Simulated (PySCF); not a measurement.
# triplet SiH2Br−: levels of theory compared

We compute a comparison of 6 runs (UPBE/STO-6G, USVWN5/STO-6G, NEVPT2(4,4)/STO-6G, UCCSDT/STO-6G, UCISD/STO-6G, UCCSD(T)/STO-6G) of triplet SiH2Br−. Input form: a Python script.

Program for the calculation: PySCF 2.14.0.

6 further runs of the same task are left out: 6 set aside as unsound or not needed.

## (1) The molecule

SiH2Br−: 4 atoms, total charge -1, spin state triplet. As SMILES of the parent species, `[SiH2-]Br`. The coordinates come from a GFN2-xTB relaxation. That shape belongs to the parent species and isn't relaxed for this state.

Bond lengths: Si1–Br2 2.425 Å, Si1–H3 1.496 Å, Si1–H4 1.496 Å. Angles: Br2–Si1–H3 94.3°, Br2–Si1–H4 94.3°, H3–Si1–H4 98.4°.

## (2) A single-point energy at UPBE/STO-6G (run 1)

The input, run.py:

```python
from pyscf import gto, dft

mol = gto.M(
    atom='''
Si    -0.362752    -0.648195    -1.170515
Br     3.189310    -0.512796     1.721673
H     -2.286380    -1.001536     0.871901
H     -0.540178     2.162527    -1.423077
''',
    basis='sto-6g',
    verbose=3,
    unit='bohr',
    max_memory=1860,
    charge=-1,
    spin=2,
)

mf = dft.UKS(mol, xc='pbe')
mf.grids.level = 5
mf.conv_tol = 1e-10
mf.kernel()
if not mf.converged:
    mf = mf.newton().run(mf.mo_coeff, mf.mo_occ)

e_tot = mf.e_tot
print(f'total energy: {e_tot:.8f} hartree')
```

Command:

```sh
$ OMP_NUM_THREADS=1 python run.py
```

Log:

```text
WARN: HOMO -0.0860407253192702 >= LUMO -0.262780349562935

WARN: HOMO 0.412129950829127 >= LUMO 0.261295855916626

WARN: HOMO 0.421068732470025 >= LUMO 0.258167836392465

WARN: HOMO 0.408170837492309 >= LUMO 0.245710669366824

WARN: HOMO 0.409113015351188 >= LUMO 0.24357674401319

WARN: HOMO 0.409042183620996 >= LUMO 0.243027378376561

WARN: HOMO 0.409023813974829 >= LUMO 0.243041866453254

WARN: HOMO 0.409025992831088 >= LUMO 0.243045646886302

WARN: HOMO 0.409025217701623 >= LUMO 0.243047090782575

WARN: HOMO 0.409024890513051 >= LUMO 0.243046604405026

converged SCF energy = -2849.78663877554  <S^2> = 2.0013076  2S+1 = 3.0008716
total energy: -2849.78663878 hartree
```

Wall time 6.9 s (1 thread of Arm Neoverse V1, shared host); peak memory 0.24 GiB.

## (3) A single-point energy at USVWN5/STO-6G (run 2)

The input, run.py:

```python
from pyscf import gto, dft

molecule = gto.M(
    atom=[
    ('Si', (-0.191960, -0.343010, -0.619410)),
    ('Br', (1.687710, -0.271360, 0.911070)),
    ('H', (-1.209900, -0.529990, 0.461390)),
    ('H', (-0.285850, 1.144360, -0.753060)),
],
    spin=2,
    verbose=3,
    max_memory=1860,
    basis='sto-6g',
    charge=-1,
)

calc0 = dft.UKS(molecule, xc='svwn')
calc0.grids.level = 5
calc0.conv_tol = 1e-10
calc0.kernel()
if not calc0.converged:
    calc0 = calc0.newton().run(calc0.mo_coeff, calc0.mo_occ)

etot = calc0.e_tot
print(f'total energy: {etot:.8f} hartree')
```

Command:

```sh
$ OMP_NUM_THREADS=1 python run.py
```

Log:

```text
WARN: HOMO -0.0923888614569952 >= LUMO -0.262246357554068

WARN: HOMO 0.418785238765878 >= LUMO 0.262101977580247

WARN: HOMO 0.428426782151792 >= LUMO 0.258107646559588

WARN: HOMO 0.413501251761429 >= LUMO 0.242723526351847

WARN: HOMO 0.414001309938128 >= LUMO 0.239792432224767

WARN: HOMO 0.413975962930414 >= LUMO 0.239501210521536

WARN: HOMO 0.413959346648279 >= LUMO 0.239500931060163

WARN: HOMO 0.413961000530931 >= LUMO 0.239499670171321

WARN: HOMO 0.413960851323597 >= LUMO 0.239500778212972

WARN: HOMO 0.41396071122988 >= LUMO 0.239500617040187

converged SCF energy = -2845.32287925161  <S^2> = 2.0010263  2S+1 = 3.0006841
total energy: -2845.32287925 hartree
```

Wall time 4.2 s (1 thread of Arm Neoverse V1, shared host); peak memory 0.16 GiB.

Runs 3 to 5 aren't shown in full; the table further down has their settings and results.

## (4) The energy at UCCSD(T)/STO-6G (run 6)

The input, calc.py:

```python
from pyscf import gto, cc

mol = gto.Mole()
mol.atom = [
    ('Si', (-0.191960, -0.343010, -0.619410)),
    ('Br', (1.687710, -0.271360, 0.911070)),
    ('H', (-1.209900, -0.529990, 0.461390)),
    ('H', (-0.285850, 1.144360, -0.753060)),
]
mol.charge = -1
mol.verbose = 3
mol.max_memory = 1860
mol.basis = 'sto-6g'
mol.spin = 2
mol.build()

mf = mol.UHF()
mf.conv_tol = 1e-10
mf.kernel()
if not mf.converged:
    mf = mf.newton().run(mf.mo_coeff, mf.mo_occ)

mycc = cc.CCSD(mf, frozen=14)
mycc.kernel()
e_t = mycc.ccsd_t()
etot = mycc.e_tot + e_t
print('Final energy', etot)
```

Command:

```sh
$ OMP_NUM_THREADS=1 python calc.py
```

Log:

```text
WARN: HOMO 0.0686043750349187 >= LUMO -0.218607090666252

converged SCF energy = -2848.39494808124  <S^2> = 2.0046835  2S+1 = 3.0031207
E(UCCSD) = -2848.433439756452  E_corr = -0.03849167521000264
UCCSD(T) correction = -0.000248544842247823
Final energy -2848.433688301294
```

It took 1.7 s on 1 thread of Arm Neoverse V1, shared host; peak memory 0.12 GiB.

## (5) Overview of the runs

```tsv
run	level	integration grid	active selection	energy (Eh)	HOMO energy (eV)	⟨S²⟩	wall time
1	UPBE/STO-6G	5	–	-2849.786639	11.13	2.001	6.9 s
2	USVWN5/STO-6G	5	–	-2845.322879	11.26	2.001	4.2 s
3	NEVPT2(4,4)/STO-6G	–	mp2 natural orbitals	-2848.425923	–	–	1.7 s
4	UCCSDT/STO-6G	–	–	-2848.433818	6.58	2.005	3.3 s
5	UCISD/STO-6G	–	–	-2848.432937	6.58	2.005	1.6 s
6	UCCSD(T)/STO-6G	–	–	-2848.433688	6.58	2.005	1.7 s
```

## (6) Outcome

```
                                                         quantity           value
                                              run 6: total energy  -2848.43369 Eh
run 6: HOMO energy (Hartree–Fock orbitals) (highest over α and β)         6.58 eV
 run 6: LUMO energy (Hartree–Fock orbitals) (lowest over α and β)        12.01 eV
              run 6: correlation energy (14 core orbitals frozen)       -38.7 mEh
                                            run 6: (T) correction       -0.25 mEh
                         run 6: ⟨S²⟩ of the reference determinant           2.005
                                             run 6: T1 diagnostic           0.005
```

What this shows: Totals of different functionals can't be ranked against each other. In runs 1, 2, 3, 4, 5, 6 the HOMO lies above zero, so the outermost electron may be held by the basis alone. In runs 1, 2, 3, 4, 5, 6 the basis is minimal, so the values are rough. All runs together took 20 s, the longest 6.9 s.
